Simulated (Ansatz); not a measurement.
Below is the output of a Python script on Ansatz's Python interface that makes a convergence test of the plane-wave cutoff of TaF₃, space group Pm-3m. Write a script that gives it. Settings (first run): r2SCAN, PAW, cutoff 300 eV, 6×6×6 k-points, cold smearing of 0.05 eV. The script varies cutoff (eV): 300, 375, 450, 525, 600, 675.

```cif
data_structure
_symmetry_space_group_name_H-M 'P 1'
_symmetry_Int_Tables_number 1
_cell_length_a 4.1666
_cell_length_b 4.1666
_cell_length_c 4.1666
_cell_angle_alpha 90.000
_cell_angle_beta 90.000
_cell_angle_gamma 90.000
_cell_volume 72.34
loop_
_atom_site_label
_atom_site_type_symbol
_atom_site_fract_x
_atom_site_fract_y
_atom_site_fract_z
_atom_site_occupancy
Ta1 Ta 0.00000 0.00000 0.00000 1
F1 F 0.00000 0.50000 0.00000 1
F2 F 0.50000 0.00000 0.00000 1
F3 F 0.00000 0.00000 0.50000 1
```

```console
$ python taf3_ecut.py
DeckWarning: basis.ecutwfc = 300 eV is below the records' recommended 500 eV, and the density's cutoff is lower with it unless basis.ecutrho_ratio is high enough to keep the records' density cutoff: compare with a run at a higher cutoff
DeckWarning: basis.ecutwfc = 375 eV is below the records' recommended 500 eV, and the density's cutoff is lower with it unless basis.ecutrho_ratio is high enough to keep the records' density cutoff: compare with a run at a higher cutoff
DeckWarning: basis.ecutwfc = 450 eV is below the records' recommended 500 eV, and the density's cutoff is lower with it unless basis.ecutrho_ratio is high enough to keep the records' density cutoff: compare with a run at a higher cutoff
 cutoff (eV)   F/atom (eV)    iterations       P (GPa)   plane waves
         300   -3093.32217             6        -5.883           847
         375   -3093.75418             7        -5.680          1213
         450   -3093.77726             7        -5.658          1551
         525   -3093.77935             7        -5.664          1935
         600   -3093.78253             7        -5.682          2469
         675   -3093.78391             7        -5.695          2897
300: +461.74 meV/atom
375: +29.73 meV/atom
450: +6.65 meV/atom
525: +4.56 meV/atom
600: +1.38 meV/atom
```
(Warnings from the package without file and line.)

One script that gives this output:

`taf3_ecut.py`:
```python
import ansatz
from pymatgen.core import Lattice, Structure
from pymatgen.io.ase import AseAtomsAdaptor

SETTINGS = {
    "width_ev": 0.05,
    "functional": "r2SCAN",
    "k_density": 3.8,
}

pmg_structure = Structure(
    Lattice([(4.166646, 0.0, 0.0), (0.0, 4.166646, 0.0), (0.0, 0.0, 4.166646)]),
    ["Ta", "F", "F", "F"],
    [
        (0.0, 0.0, 0.0),
        (0.0, 0.5, 0.0),
        (0.5, 0.0, 0.0),
        (0.0, 0.0, 0.5),
    ],
)
cell = ansatz.Crystal.from_ase(AseAtomsAdaptor.get_atoms(pmg_structure))

setup = (
    cell.calculation()
    .occupations(ansatz.OccupationsMethod.COLD, width=SETTINGS["width_ev"])
    .functional(SETTINGS["functional"])
    .kpoints(density=SETTINGS["k_density"])
    .stress()
)

rows = []
for value in [300, 375, 450, 525, 600, 675]:
    r = setup.basis(value).run(threads=1).report
    rows.append((value, r["free_energy_ev"] / len(r["lattice"]["sites"]), r["n_iterations"], sum(r["stress_gpa"][i][i] for i in range(3)) / 3, r["n_pw"]))

print(" cutoff (eV)   F/atom (eV)    iterations       P (GPa)   plane waves")
for row in rows:
    print(f"{str(row[0]):>12s}  {row[1]:12.5f}  {row[2]:12d}  {row[3]:12.3f}  {row[4]:12d}")

for row in rows[:-1]:
    shift = 1000 * (row[1] - rows[-1][1])
    print(f"{row[0]}: {shift:+.2f} meV/atom" + ("  (within 1 meV)" if abs(shift) < 1 else ""))
```

Caveats:
- The run is spin-unpolarised.
- The mesh is modest for a metal, so energies can be off by several to tens of meV an atom and pressures by half a GPa or more; differences at equal mesh fare better.
- Pressure is positive in compression.
- Spin-orbit coupling, which matters for elements this heavy, is left out.
- The structure comes from a database of computed cells and needn't be a stable or known phase.
- Shifts are counted from the last row, which is itself no proven limit.
- The whole script took 14 s on 1 thread of Intel(R) Xeon(R) 6975P-C (Granite Rapids) (shared host), peak memory 0.73 GiB.

(Lines on the test bed's own set-up are left out of the output.)
